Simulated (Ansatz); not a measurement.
# CH₄AlFSe: up Jacob's ladder to CCSD(T)

An exercise on one series of results from a longer session: the logs are not shown, and one member is left open.

Computed with Ansatz 0.2.0, Gaussian basis. Level: functionals in def2-TZVPP, the program's frozen cores in correlated methods.

Levels to be run: LDA (SPW92), PBE-D4, revPBE-D4, BLYP-D4, r2SCAN-D4, B97M-V, PBE0-D4, B3LYP-D4, r2SCANh-D4, r2SCAN0-D4, HSE06-D4, BHLYP-D4, CAM-B3LYP-D4, LC-ωPBE, ωB97X-V, ωB97M-V, B2PLYP, PBE-QIDH; CCSD(T)/def2-SVP; CCSD(T)/def2-TZVPP; CCSD(T)/def2-QZVPP; extrapolation to the limit; RPA on PBE.

### The geometry

An earlier PBE0-D4 in a triple-zeta def2 set relaxation fixed the geometry.

SMILES `C[Se][AlH][F]`, 8 atoms, charge 0, spin multiplicity 1.

Atoms are counted from 1 here; the program's logs count them from 0.

Bond lengths: C1–Se2 1.967 Å, C1–H5 1.087 Å, C1–H6 1.089 Å, C1–H7 1.087 Å, Se2–Al3 2.290 Å, Al3–F4 1.647 Å, Al3–H8 1.575 Å. Angles: Se2–C1–H5 108.0°, Se2–C1–H6 111.1°, Se2–C1–H7 108.1°, H5–C1–H6 109.7°, H5–C1–H7 110.2°, H6–C1–H7 109.7°, C1–Se2–Al3 96.1°, Se2–Al3–F4 118.6°, Se2–Al3–H8 121.7°, F4–Al3–H8 119.8°.

Set-up of the first run:

File in.yaml:

```yaml
crystal:
  periodic: [false, false, false]
  atoms:
    - {symbol: C, position_ang: [-1.028187, 0.768187, 0.603451]}
    - {symbol: Se, position_ang: [-0.110067, 0.889039, -1.131720]}
    - {symbol: Al, position_ang: [1.270719, -0.907965, -0.802419]}
    - {symbol: F, position_ang: [2.331070, -1.315224, -1.995624]}
    - {symbol: H, position_ang: [-2.090647, 0.635589, 0.413749]}
    - {symbol: H, position_ang: [-0.652770, -0.070740, 1.187848]}
    - {symbol: H, position_ang: [-0.855204, 1.696488, 1.142609]}
    - {symbol: H, position_ang: [1.227087, -1.752572, 0.526306]}
basis:
  gaussian: {orbitals: def2-TZVPP}
hamiltonian: {xc: lda}
output: {orbitals: {seedname: orbitals}}
```

Run with:

```console
> ansatz run in.yaml --threads 2 --pin off --events-out ev --progress --plain --max-ram 32768MiB --backend cpu
```

Steps of the session up to this table: LDA; PBE-D4 (GGA); revPBE-D4 (GGA); BLYP-D4 (GGA); r2SCAN-D4 (meta-GGA); B97M-V (meta-GGA); PBE0-D4 (hybrid); B3LYP-D4 (hybrid); r2SCANh-D4 (hybrid); r2SCAN0-D4 (hybrid); HSE06-D4 (hybrid); BHLYP-D4 (hybrid); CAM-B3LYP-D4 (range-separated); LC-ωPBE (range-separated); ωB97X-V (range-separated); ωB97M-V (range-separated); B2PLYP (double hybrid); PBE-QIDH (double hybrid).

One of the session's tables, all rows but one given; the rest of the session is left out.

```
  functional  HOMO (eV)  gap (eV)
 LDA (SPW92)      -6.14      4.22
      PBE-D4      -6.00      4.33
   revPBE-D4      -5.95      4.38
     BLYP-D4      -5.83      4.27
   r2SCAN-D4      -6.25      4.88
      B97M-V      -6.31      4.79
     PBE0-D4      -7.10      6.16
    B3LYP-D4      -6.86      5.72
  r2SCANh-D4      -6.66      5.53
  r2SCAN0-D4          ?         ?
    HSE06-D4      -6.70      5.40
    BHLYP-D4      -8.04      7.84
CAM-B3LYP-D4      -8.34      8.31
     LC-ωPBE      -9.69     10.72
     ωB97X-V      -9.35     10.28
     ωB97M-V      -9.21      9.87
```

**Question.** Estimate the row for r2SCAN0-D4.

Worked estimate for «HOMO (eV)». Against the share of exact exchange, r2SCAN-D4 (0, -6.25), r2SCANh-D4 (0.1, -6.66) give a slope of -4.10 per unit share; at 0.25 the line stands at -7.27.

The run gave: HOMO (eV): -7.26; gap (eV): 6.50. In «HOMO (eV)» the line misses by -0.01.

To keep in mind: All levels share the lack of spin-orbit coupling, which lowers the free heavy atoms and so the true binding.
